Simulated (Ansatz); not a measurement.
**AuGe+ (singlet): from Hartree-Fock to the top rungs, def2-SVP**

The task here is to estimate one member of a computed series from the others.

Method: def2-SVP, core rule «outside noble gas», up to 18 orbitals frozen; program: Ansatz 0.2.0, Gaussian basis.

The runs, in order: UHF; CCSD(T) on RHF; CCSD(T) on UHF; CISD; CCSDT(Q) on RHF; CCSDT(Q) on UHF; CASSCF and MRCISD+Q, 14 electrons in 10 orbitals; CASSCF and NEVPT2, 14 electrons in 10 orbitals.

7 further runs of the same task are left out: 4 that didn't finish, 3 set aside as unsound or not needed.

**What is computed**

The geometry is a PBE0/def2-TZVP stationary point (not a proven minimum). No spin-orbit coupling is included. Elements past krypton take def2 core potentials. The filled d shell of Ge may be among the frozen orbitals whatever the setting's name suggests; the logs give the count.

2 atoms, charge 1, spin multiplicity 1.

Atoms are counted from 1 here; the program's logs count them from 0.

Bond lengths: Au1–Ge2 2.295 Å.

Set-up of the first run:

Contents of in.yaml:

```yaml
crystal:
  periodic: [false, false, false]
  atoms:
    - {symbol: Au, position_ang: [0.000000, 0.000000, 0.000000]}
    - {symbol: Ge, position_ang: [0.000000, 0.000000, 2.295000]}
basis:
  gaussian: {orbitals: def2-SVP}
total_charge: 1
magnetization: {spin_polarized: true, initial_magnetization: 0}
hamiltonian: {xc: hf}
output: {orbitals: {seedname: orbitals}}
```

On the command line:

```console
$ ansatz run in.yaml --threads 1 --pin off --events-out ev --progress --plain --max-ram 2393MiB
```

Steps of the session up to this table: UHF; CCSD(T) on RHF; CCSD(T) on UHF; CISD; CCSDT(Q) on RHF; CCSDT(Q) on UHF; CASSCF and MRCISD+Q, 14 electrons in 10 orbitals; CASSCF and NEVPT2, 14 electrons in 10 orbitals.

One of the session's tables, all rows but one given; the rest of the session is left out.

| method | from RCCSDT(Q) (kcal/mol) |
| --- | --- |
| RHF | +213.99 |
| UHF | +213.55 |
| RMP2 | +5.49 |
| CISD | +28.17 |
| RCCSD | +7.14 |
| RCCSD(T) | +0.54 |
| RCCSDT | +0.36 |
| RCCSDT(Q) | 0 |
| CASSCF valence | ? |
| NEVPT2 valence | +20.94 |
| MRCISD valence | +18.40 |
| MRCISD+Q valence | +3.77 |

Estimate the missing values for CASSCF valence.

As computed: from RCCSDT(Q) (kcal/mol): +182.22. In the column «from RCCSDT(Q) (kcal/mol)» it lies between CISD (+28.17) and UHF (+213.55).

Not comparable, so not listed: CCSD(T) on UHF; CCSDT(Q) on UHF (they don't share determinant, frozen orbitals or solution with the rows shown, or repeat one).

To keep in mind: Warnings: restricted reference is unstable; spin contamination; large T1 diagnostic.
